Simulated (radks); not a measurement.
# Cs⁺ in [Xe]: an all-electron calculation

The task here is to estimate one member of a computed series from the others.

Method: Dirac Kohn-Sham, exchange-only LDA, spin-unpolarised, spherical densities, point nucleus. Code: radks (a radial shooting solver on a logarithmic mesh, Libxc functionals) version 1.

## Starting point

| Item | Value |
| --- | --- |
| element | caesium (Z = 55) |
| charge | +1 |
| electrons | 54 |
| configuration | [Xe] |

Outer shells as boxes (Hund's rule):

Cs⁺
```
[Kr] core
4d [↑↓][↑↓][↑↓][↑↓][↑↓]
5s [↑↓]
5p [↑↓][↑↓][↑↓]
```

Set-up of the first run:

Input:

```text
Z 55
configuration [Xe]
relativity Dirac
functional lda,
spin unpolarised
j_filling average
nucleus point
c 137.035999084
```

Among the steps run: Self-consistent calculation.

One of the session's tables, all rows but one given; the rest of the session is left out.

It belongs to the step «Shells». Sizes of the orbitals, from the radial functions (bohr):

```
level      <r>  outermost maximum (interpolated)  90 % within  nodes
1s1/2  0.02613                            0.0168       0.0470      0
2s1/2   0.1118                            0.0951        0.173      1
2p1/2  0.09407                            0.0727        0.154      0
2p3/2  0.09996                            0.0777        0.162      0
3s1/2   0.2992                             0.273        0.440      2
3p1/2   0.2890                             0.259        0.435      1
3p3/2   0.3009                             0.270        0.451      1
3d3/2   0.2716                             0.218        0.426      0
3d5/2   0.2753                             0.222        0.431      0
4s1/2   0.6952                             0.643         1.00      3
4p1/2   0.7210                             0.656         1.05      2
4p3/2        ?                                 ?            ?      ?
4d3/2   0.8321                             0.717         1.26      1
4d5/2   0.8427                             0.725         1.28      1
5s1/2    1.739                              1.54         2.52      4
5p1/2    2.018                              1.72         2.99      3
5p3/2    2.116                              1.80         3.14      3
```

Q: Estimate the row for 4p3/2 from the others.

The run gave: <r>: 0.7491; outermost maximum (interpolated): 0.681; 90 % within: 1.09; nodes: 2. In the column «<r>» it lies between 4p1/2 (0.7210) and 4d3/2 (0.8321).
